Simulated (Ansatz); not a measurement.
# C2H8AlN: the cost of one run

Method: RKS B3LYP/6-31G*, in Ansatz 0.2.0.

**1. The system as given**

Bond lengths: C1–N2 1.430 Å, N2–C3 1.436 Å, N2–Al4 1.917 Å, C1–H5 1.173 Å, C1–H6 1.146 Å, C1–H7 1.101 Å, C3–H8 1.097 Å, C3–H9 1.165 Å, C3–H10 1.121 Å, Al4–H11 1.575 Å, Al4–H12 1.614 Å. Angles (14 of 18 angles, heavy atoms first): C1–N2–C3 108.4°, C1–N2–Al4 109.4°, C3–N2–Al4 108.4°, N2–C1–H5 109.3°, N2–C1–H6 112.0°, N2–C1–H7 116.1°, N2–C3–H8 113.8°, N2–C3–H9 112.3°, N2–C3–H10 113.8°, N2–Al4–H11 120.9°, N2–Al4–H12 118.9°, H5–C1–H6 102.4°, H5–C1–H7 107.6°, H6–C1–H7 108.5°.

As a file:

```xyz
12

C    -0.2674    1.2657   -0.3772
N    -0.4506    0.0528    0.3587
C     0.7267   -0.1803    1.1464
Al   -0.6618   -1.4086   -0.8632
H    -1.2405    1.4990   -0.9883
H    -0.1850    2.1780    0.3118
H     0.5792    1.2820   -1.0813
H     0.6853   -1.0990    1.7450
H     0.9100    0.6649    1.9271
H     1.6668   -0.2623    0.5407
H    -0.7853   -1.1563   -2.4131
H    -0.9005   -2.8912   -0.2726
```

**2. Preparing the start**

The input, input.yaml:

```yaml
crystal:
  periodic: [false, false, false]
  atoms:
    - { symbol: C, position_ang: [-0.2674, 1.2657, -0.3772] }
    - { symbol: "N", position_ang: [-0.4506, 0.0528, 0.3587] }
    - { symbol: C, position_ang: [0.7267, -0.1803, 1.1464] }
    - { symbol: Al, position_ang: [-0.6618, -1.4086, -0.8632] }
    - { symbol: H, position_ang: [-1.2405, 1.499, -0.9883] }
    - { symbol: H, position_ang: [-0.185, 2.178, 0.3118] }
    - { symbol: H, position_ang: [0.5792, 1.282, -1.0813] }
    - { symbol: H, position_ang: [0.6853, -1.099, 1.745] }
    - { symbol: H, position_ang: [0.91, 0.6649, 1.9271] }
    - { symbol: H, position_ang: [1.6668, -0.2623, 0.5407] }
    - { symbol: H, position_ang: [-0.7853, -1.1563, -2.4131] }
    - { symbol: H, position_ang: [-0.9005, -2.8912, -0.2726] }
basis:
  gaussian: { orbitals: "6-31G*" }
hamiltonian:
  xc: b3lyp
relax:
  f_tol: 0.02
  max_steps: 40
scf:
  lower_state_search: "off"
output:
  orbitals: {}
```

The run is started by

```console
$ ansatz run input.yaml --threads 1 --pin off --max-ram 2048MiB --backend cpu --events-out ev --progress --plain --runs-dir out
```

**Question.** How long does this run take on 1 thread of Intel Xeon Platinum 8375C at 2.90GHz (Ice Lake), shared host, and how much memory does it need?

About 31 s, with a peak of 0.16 GiB.
